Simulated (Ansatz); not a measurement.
I need the spin response to a magnetic field of LiMg, space group Pm-3m. Use Ansatz 0.2.0 through its Python package. Level of theory (first run): r2SCAN, PAW, the default cutoff (500 eV here), 7×7×7 k-points, Fermi-Dirac smearing of 0.1 eV, collinear spin.

```xyz
2
Lattice="3.4153 0.0000 0.0000 0.0000 3.4153 0.0000 0.0000 0.0000 3.4153" Properties=species:S:1:pos:R:3 pbc="T T T"
Li    0.0000    0.0000    0.0000
Mg    1.7077    1.7077    1.7077
```

The script, `run_zeeman.py`:
```python
"""Spin moment of LiMg in a magnetic field."""

import ansatz as az
from ase import Atoms
import numpy as np


def main() -> None:
    atoms = Atoms(
        ["Li", "Mg"],
        scaled_positions=[
            [0.0, 0.0, 0.0],
            [0.5, 0.5, 0.5],
        ],
        cell=[
            [3.415326, 0.0, 0.0],
            [0.0, 3.415326, 0.0],
            [0.0, 0.0, 3.415326],
        ],
        pbc=True,
    )
    xtal = az.Crystal.from_ase(atoms)

    calc = (
        xtal.calculation()
        .functional("r2scan")
        .accuracy("low")
        .kpoints(7)
        .occupations(az.OccupationsMethod.FERMI_DIRAC)
        .scf(tolerance=1e-09)
        .spin("collinear")
    )
    # the field acts on the spins alone; such large fields lift the response over the noise
    rows = []
    for tesla in [0, 100, 200, 400]:
        report = (calc.magnetic_field(tesla) if tesla else calc).run(threads=1, backend="cpu").report
        rows.append((tesla, report["magnetization_mub"], report["free_energy_ev"], report["components"].get("e_zeeman", 0.0)))
    print("         B (T)      moment muB            F eV  Zeeman term eV")
    for row in rows:
        print(f"{str(row[0]):>14s}  {row[1]:14.4f}  {row[2]:14.5f}  {row[3]:14.5f}")
    slope = np.polyfit([row[0] for row in rows], [row[1] for row in rows], 1)[0]
    print(f"dM/dB = {1000 * slope:.4f} muB per 1000 T per cell")


if __name__ == "__main__":
    main()
```

```console
$ python run_zeeman.py
DeckWarning: basis.ecutwfc = 500 eV, auto-derived from the records' recommended cutoffs: set by Li (their level for a meta-GGA)
RunWarning: this spin-polarised run has no starting moment large enough to seed its density, so its SCF can try parallel moments of its own, which can die out, and starts no order whose moments cancel. Behind that start scf.lower_state_search: light tries no other order and makes no probe for moments, and off searches nothing, so another order or size of moments can lie lower. To look for one, give starting moments (crystal.atoms[].spin, magnetization.per_species, [...]
         B (T)      moment muB            F eV  Zeeman term eV
             0          0.0000     -2131.68204         0.00000
           100          0.0028     -2131.68204        -0.00002
           200          0.0057     -2131.68207        -0.00007
           400          0.0113     -2131.68217        -0.00026
dM/dB = 0.0282 muB per 1000 T per cell
```
(Warnings from the package without file and line, shortened.)

Caveats:
- The settings weren't tested for convergence.
- For a metal this k-point mesh is coarse: on a finer one energies can move by several to tens of meV an atom and pressures by half a GPa or more, differences at one mesh by less.
- r2SCAN tends to overestimate the moments of itinerant magnets.
- This cell is a computed structure, which may not be the phase found in nature.
- Orbital magnetism is left out. The response of a metal hangs strongly on mesh and smearing, and a straight-line fit holds only where the moment is linear in the field.
- Hardware and time: 17 s on 1 thread of Intel(R) Xeon(R) Platinum 8375C CPU @ 2.90GHz (Ice Lake), with other jobs on the host, peak memory 0.4 GiB.

(Lines on the test bed's own set-up are left out of the output.)
